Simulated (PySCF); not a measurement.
# C₄H₇PSSi: electronic excitations

Wanted: the electronic excitations of C₄H₇PSSi (`Cc1pcc([SiH3])s1`), by calculation.

The runs use PySCF 2.14.0, with density-fitted response routines of our own; the level of theory stands in each step. All values are computed, except where a source is named. Atoms are numbered from 0 throughout.

## (1) The starting structure

14 atoms, charge 0, multiplicity 1; geometry from: GFN2-xTB.

Bonds of the start (Å): C0–C1 1.49, C1–P2 1.71, P2–C3 1.76, C3–C4 1.36, C4–Si5 1.88, C4–S6 1.73, S6–C1 1.73, C0–H7 1.09, C0–H8 1.09, C0–H9 1.09, C3–H10 1.08, Si5–H11 1.46, Si5–H12 1.46, Si5–H13 1.46.

## (2) Ultraviolet spectrum: B3LYP/def2-SVPD

Job settings and geometry (Å):

```
{"job": {"kind": "uv", "xc": "B3LYP", "basis": "def2-SVPD", "nstates": 8, "ntriplets": 3}, "charge": 0, "multiplicity": 1}
C      2.924854    -0.396094    -0.069350
C      1.522122     0.112736    -0.057677
P      1.067294     1.750741     0.165438
C     -0.655192     1.393184     0.033164
C     -1.049518     0.111566    -0.176402
Si    -2.812464    -0.521712    -0.351837
S      0.243707    -1.031078    -0.287756
H      3.076567    -1.134277     0.719498
H      3.155024    -0.876563    -1.021331
H      3.619089     0.427569     0.083654
H     -1.383448     2.185418     0.117135
H     -3.059098    -1.507817     0.701627
H     -3.696323     0.634567    -0.216113
H     -2.953292    -1.148711    -1.667193
```

With the program's defaults for keys left out, this is: TDDFT B3LYP/def2-SVPD, vertical, gas phase, core orbitals frozen in the response.

The run is started by

```
> OMP_NUM_THREADS=1 python probes_run.py task.json out
```

One launch serves the whole session: the jobs run in the order shown.

The program printed:

```text
coarse grid: 13560 points
cycle   1  E = -1185.1114959991  dE =  8.319e-01  |g| = 3.748e-01  |ddm| = 5.990e+00
cycle   2  E = -1185.0697293528  dE =  4.177e-02  |g| = 5.279e-01  |ddm| = 1.621e+00
cycle   3  E = -1185.1478381283  dE = -7.811e-02  |g| = 9.202e-02  |ddm| = 1.036e+00
cycle   4  E = -1185.1499044335  dE = -2.066e-03  |g| = 4.319e-02  |ddm| = 2.311e-01
cycle   5  E = -1185.1503308403  dE = -4.264e-04  |g| = 2.294e-02  |ddm| = 8.982e-02
cycle   6  E = -1185.1504761824  dE = -1.453e-04  |g| = 3.792e-03  |ddm| = 3.458e-02
cycle   7  E = -1185.1504788368  dE = -2.654e-06  |g| = 2.097e-03  |ddm| = 1.044e-02
final grid: 118040 points
cycle   8  E = -1185.2920920555  dE = -1.808e-05  |g| = 6.212e-03  |ddm| = 1.108e-01
cycle   9  E = -1185.2920634017  dE =  2.865e-05  |g| = 1.170e-02  |ddm| = 3.259e-02
cycle  10  E = -1185.2921025476  dE = -3.915e-05  |g| = 1.581e-03  |ddm| = 2.269e-02
cycle  11  E = -1185.2921031925  dE = -6.448e-07  |g| = 3.569e-04  |ddm| = 2.700e-03
cycle  12  E = -1185.2921032248  dE = -3.233e-08  |g| = 1.361e-04  |ddm| = 7.257e-04
cycle  13  E = -1185.2921032293  dE = -4.505e-09  |g| = 5.247e-05  |ddm| = 2.903e-04
cycle  14  E = -1185.2921032301  dE = -8.076e-10  |g| = 1.592e-05  |ddm| = 1.266e-04
converged SCF energy = -1185.2921032301

Static polarisability (au): isotropic 118.558, principal 79.448 124.055 152.171

Singlet excitations
state   eV       nm        f      main configurations
  1   4.6079    269.1   0.11616   H->L 0.91
  2   4.9207    252.0   0.03154   H-1->L 0.78, H->L+1 0.17
  3   4.9527    250.3   0.00397   H-2->L 0.99
  4   5.3106    233.5   0.00013   H->L+2 0.96
  5   5.8383    212.4   0.25979   H->L+1 0.71, H-1->L 0.14
  6   5.8863    210.6   0.00007   H->L+3 0.75, H-1->L+2 0.21
  7   5.8978    210.2   0.00027   H-1->L+2 0.75, H->L+3 0.20
  8   6.1039    203.1   0.00072   H->L+4 0.90

Triplet excitations (Tamm-Dancoff, eV): 2.9903 3.9506 4.4068
```

Wall time 48 s (1 thread of Arm Neoverse V1, shared host); peak memory 0.85 GiB.

The orbitals next to the gap, with their largest atomic shares:

```csv
orbital,eV,atoms
HOMO−3,-9.14,"C4 16 %, C1 13 %, P2 13 %"
HOMO−2,-7.60,"P2 59 %, S6 11 %, C3 10 %"
HOMO−1,-7.18,"S6 32 %, C3 27 %, C4 16 %"
HOMO,-6.52,"P2 29 %, C1 28 %, C4 15 %"
LUMO,-1.59,"C1 26 %, P2 22 %, S6 21 %"
LUMO+1,-0.31,"C3 27 %, P2 27 %, C4 19 %"
LUMO+2,-0.18,"S6 39 %, Si5 11 %, P2 11 %"
```

With each of the 8 states as a Gaussian band of 0.4 eV half-width at 1/e, the curve within the window shown has maxima at 266 nm (ε 5,600), 213 nm (ε 11,000) L/(mol cm). Beyond the last state computed it falls off for lack of states. The curve at chosen wavelengths:

| nm | ε (L/mol/cm) |
| --- | --- |
| 194 | 1444 |
| 199 | 3818 |
| 203 | 6458 |
| 208 | 9447 |
| 212 | 10531 |
| 217 | 9747 |
| 222 | 7375 |
| 226 | 5282 |
| 231 | 3300 |
| 235 | 2464 |
| 240 | 2280 |
| 245 | 2772 |
| 249 | 3433 |
| 254 | 4337 |
| 258 | 4962 |
| 263 | 5456 |
| 268 | 5533 |
| 272 | 5291 |
| 277 | 4687 |
| 281 | 4049 |
| 286 | 3186 |
| 291 | 2365 |
| 295 | 1794 |
| 300 | 1215 |
| 304 | 862 |
| 309 | 541 |

Leading natural transition orbitals of singlet state 5: the hole lies on P2 40 %; S6 19 %; C1 19 %; the particle on P2 34 %; C3 23 %; C4 12 %.

Leading natural transition orbitals of singlet state 1: the hole lies on P2 36 %; C1 25 %; C4 16 %; the particle on C1 22 %; S6 19 %; C4 17 %.

Ground-state properties from the same run:

```csv
property,computed
dipole moment (D),0.81
polarisability (Å³),17.57
HOMO–LUMO gap (eV),4.93
−ε(HOMO) (eV),6.52
```

The fields below are evaluated on a grid from the run's orbitals.

Frontier orbitals at B3LYP/def2-SVPD, with the share of their density that lies nearest to each atom:

```csv
orbital,energy (eV),lies on
HOMO,-6.52,P2 35 %; C1 28 %; C4 17 %
LUMO,-1.59,C1 29 %; P2 23 %; S6 18 %
```

ELF in a plane through or near 10 of the atoms.

Values, 10 rows by 14 columns:
```
0.00 0.00 0.00 0.00 0.00 0.00 0.00 0.00 0.00 0.00 0.00 0.00 0.00 0.00
0.00 0.00 0.00 0.00 0.14 0.68 0.35 0.01 0.02 0.01 0.00 0.00 0.00 0.00
0.00 0.00 0.00 0.01 0.81 0.99 0.80 0.10 0.97 0.96 0.00 0.00 0.00 0.00
0.00 0.00 0.09 0.05 0.26 0.15 0.50 0.73 0.93 0.58 0.06 0.93 0.22 0.00
0.00 0.00 0.98 1.00 0.23 0.81 0.43 0.53 0.79 0.25 0.93 1.00 0.96 0.00
0.00 0.00 0.31 0.65 0.38 0.38 0.80 0.84 0.43 0.41 0.71 0.84 0.26 0.00
0.00 0.00 0.03 0.44 0.40 0.08 0.17 0.20 0.10 0.20 0.16 0.17 0.01 0.00
0.00 0.00 0.00 0.04 0.02 0.06 0.85 0.82 0.03 0.06 0.14 0.05 0.00 0.00
0.00 0.00 0.00 0.00 0.00 0.00 0.05 0.04 0.00 0.00 0.00 0.00 0.00 0.00
0.00 0.00 0.00 0.00 0.00 0.00 0.00 0.00 0.00 0.00 0.00 0.00 0.00 0.00
```
The map spans 12.6 Å across and 9.6 Å up, centred on the molecule. Atoms in the plane (x, y in Å): C0 (-2.9, -0.4), C1 (-1.5, 0.1), P2 (-1.1, 1.8), C3 (0.7, 1.4), C4 (1.1, 0.1), Si5 (2.8, -0.6), S6 (-0.3, -1.0), H9 (-3.6, 0.5), H10 (1.4, 2.2), H12 (3.7, 0.6).

On the surface of density 0.002 e/bohr³ the electrostatic potential runs, from the 1st to the 99th percentile, from -0.66 V near P2 to 1.11 V near H11.

## (3) Summary of results

| quantity | value |
| --- | --- |
| lowest singlet (B3LYP/def2-SVPD) | 4.61 eV (269 nm), f = 0.116 |
| brightest single state of those computed | state 5, 5.84 eV, f = 0.260 |
| lowest triplet | 2.99 eV |
| surface potential, 1st and 99th percentile | -0.66 V and 1.11 V |

In words: The first singlet state (HOMO→LUMO 0.91) lies at 4.61 eV and is bright; of the 8 states computed, the strongest absorption comes from state 5 at 5.84 eV. The lowest triplet lies 1.62 eV below the lowest singlet (triplets in Tamm-Dancoff, singlets in full TDDFT). By nearest atom (B3LYP/def2-SVPD), the HOMO sits on P2 35 %; C1 28 % and the LUMO on C1 29 %; P2 23 %.
